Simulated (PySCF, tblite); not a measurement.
# C4H9F3SSi: geometry, infrared bands and NMR shifts

Aim: predict the infrared bands and NMR shifts of C4H9F3SSi (`CCCS[SiH2]C(F)(F)F`).

Computed with tblite 0.8.0 and PySCF 2.14.0, with density-fitted response routines of our own, on a single molecule in the gas phase. Atoms are numbered from 0 throughout.

**1. The starting structure**

18 atoms, charge 0, multiplicity 1; geometry from: force field or distance geometry start.

Bonds of the start (Å): C0–C1 1.54, C1–C2 1.53, C2–S3 1.83, S3–Si4 2.14, Si4–C5 1.88, C5–F6 1.37, C5–F7 1.40, C5–F8 1.38, C0–H9 1.09, C0–H10 1.11, C0–H11 1.12, C1–H12 1.10, C1–H13 1.12, C2–H14 1.12, C2–H15 1.11, Si4–H16 1.48, Si4–H17 1.47.

**2. Relaxing the molecule with GFN2-xTB**

What the job is given:

```
{"job": {"kind": "relax", "xc": "GFN2-xTB", "basis": "xTB"}, "charge": 0, "multiplicity": 1}
C      2.820300    -0.628100    -0.417500
C      2.005000     0.640500    -0.114600
C      0.995400     0.162500     0.927600
S     -0.199300    -0.854700    -0.015600
Si    -1.919300     0.375600    -0.314400
C     -3.457400    -0.417200     0.411800
F     -3.620900    -1.698000    -0.046500
F     -3.243700    -0.462800     1.792700
F     -4.577700     0.349500     0.159500
H      3.429900    -0.491400    -1.308600
H      3.416700    -0.809500     0.501800
H      2.086300    -1.463500    -0.506600
H      1.498200     1.018900    -1.008700
H      2.667300     1.415500     0.359000
H      0.468400     1.034000     1.382700
H      1.445700    -0.519200     1.685300
H     -2.110700     0.729300    -1.735100
H     -1.713100     1.624900     0.441200
```

On the command line:

```sh
$ OMP_NUM_THREADS=1 python probes_run.py task.json out
```

The driver reads the jobs from task.json and runs them one after another.

**Question.** This job is followed by: GFN2-xTB harmonic vibrations, gas phase; GIAO PBE0/pcSseg-1 NMR shielding, non-relativistic, gas phase. What will the session give for the following? strongest single infrared mode (GFN2-xTB); zero-point energy (GFN2-xTB); 13C shifts against TMS (PBE0/pcSseg-1); 1H shifts against TMS (PBE0/pcSseg-1, means over atoms taken as alike); 33S shifts against CS2 (PBE0/pcSseg-1); 29Si shifts against TMS (PBE0/pcSseg-1); 19F shifts against CFCl3 (PBE0/pcSseg-1, means over atoms taken as alike).

As calculated:

| quantity | value |
| --- | --- |
| strongest single infrared mode (GFN2-xTB) | 722 cm⁻¹, 407 km/mol |
| zero-point energy (GFN2-xTB) | 78.2 kcal/mol |
| 13C shifts against TMS (PBE0/pcSseg-1) | 138.4, 36.7, 28.0, 13.2 ppm |
| 1H shifts against TMS (PBE0/pcSseg-1, means over atoms taken as alike) | 4.83, 2.72, 1.49, 1.25 ppm |
| 33S shifts against CS2 (PBE0/pcSseg-1) | -193 ppm |
| 29Si shifts against TMS (PBE0/pcSseg-1) | -34.5 ppm |
| 19F shifts against CFCl3 (PBE0/pcSseg-1, means over atoms taken as alike) | -69.5 ppm |

The optimisation took 134 steps and gained 0.697 eV; among the close pairs (by a distance rule), Si4–C5 changed most, from 1.877 to 1.933 Å. All 48 modes are real, so the xTB geometry is a minimum. The strongest single mode, at 722 cm⁻¹, moves mainly H16 and H17. GFN2-xTB is a fitted tight-binding method: band positions and strengths are rough. Its intensities can rank the bands wrongly. At PBE0/pcSseg-1: Shielding is most anisotropic at S3 (span 334 ppm, paramagnetic term -363 ppm).
